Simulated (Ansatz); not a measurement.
# Sc3TlB: relaxation and properties

An exercise on one series of results from a longer session: the logs are not shown, and one member is left open.

Computed with Ansatz 0.2.0 (DFT PBEsol, scalar-relativistic, plane waves, PAW, unless a step's input says otherwise).

### The starting structure

It takes space group Pm-3m (No. 221, cubic). The conventional cell has a = 4.520 Å, b = 4.520 Å, c = 4.520 Å, α = 90.00°, β = 90.00°, γ = 90.00°. Sc (site symmetry 4/mmm) has 2 B at 2.26 Å as nearest neighbours. Tl (site symmetry m-3m) has 12 Sc at 3.20 Å as nearest neighbours. B (site symmetry m-3m) has 6 Sc at 2.26 Å as nearest neighbours.

Coordinates:

```
CELL_PARAMETERS angstrom
4.52000 0.00000 0.00000
0.00000 4.52000 0.00000
0.00000 0.00000 4.52000
ATOMIC_POSITIONS crystal
Sc 0.00000 0.50000 0.50000
Sc 0.50000 0.00000 0.50000
Sc 0.50000 0.50000 0.00000
Tl 0.00000 0.00000 0.00000
B 0.50000 0.50000 0.50000
```

Source of the structure: the Crystallography Open Database.

Set-up of the first run:

(A quick probe on a coarse mesh, which set the mesh and smearing, is not shown.)

Contents of input.yaml:

```yaml
crystal:
  lattice:
    - [4.52, 0.0, 0.0]
    - [0.0, 4.52, 0.0]
    - [0.0, 0.0, 4.52]
  atoms:
    - { symbol: Sc, position: [0.0, 0.5, 0.5] }
    - { symbol: Sc, position: [0.5, 0.0, 0.5] }
    - { symbol: Sc, position: [0.5, 0.5, 0.0] }
    - { symbol: Tl, position: [0.0, 0.0, 0.0] }
    - { symbol: B, position: [0.5, 0.5, 0.5] }
basis:
  ecutwfc: 420
kpoints:
  mp_grid: { grid: [8, 8, 8] }
hamiltonian:
  xc: pbesol
scf:
  occupations: { method: gaussian, width: 0.1 }
output:
  forces: true
  stress: true
  eigenvalues: true
  write_density: true
  write_potential: true
  elf: true
  volumetric_format: npy
relax:
  adjacent_minimum: "off"
  f_tol: 0.005
  max_steps: 80
  cell: { stress_tol: 0.05 }
```

Run with:

```sh
> ansatz run input.yaml --threads 1 --pin off --max-ram 2560MiB --backend cpu --events-out ev --progress --plain --runs-dir out
```

Among the steps run: Relaxing cell and atoms; Bands, states and charges; Point at V/V0 = 0.97; The cell scaled to 1.03 of its volume; The cell scaled to 0.94 of its volume; Point at V/V0 = 1.06.

One of the session's tables, all rows but one given; the rest of the session is left out.

It belongs to the step «Fit of the equation of state». 

| volume (Å³/atom) | energy above the lowest point (meV/atom) | pressure (GPa) |
| --- | --- | --- |
| 18.685 | 20.5 | 5.75 |
| 19.281 | 4.9 | 2.69 |
| 19.877 | 0.0 | 0.02 |
| 20.473 | ? | ? |
| 21.070 | 16.9 | -4.28 |

Estimate the missing values for volume (Å³/atom) = 20.473.

Worked estimate for «energy above the lowest point (meV/atom)». A straight line through the neighbours (19.877, 0.0) and (21.070, 16.9) gives 0.0 + (16.9 − 0.0) × (20.473 − 19.877) / (21.070 − 19.877) = 8.4; a parabola fitted to 3 rows on both sides gives 4.0.

The run gave: energy above the lowest point (meV/atom): 4.4; pressure (GPa): -2.29. In «energy above the lowest point (meV/atom)» the line misses by +4.0 and the parabola by -0.4.
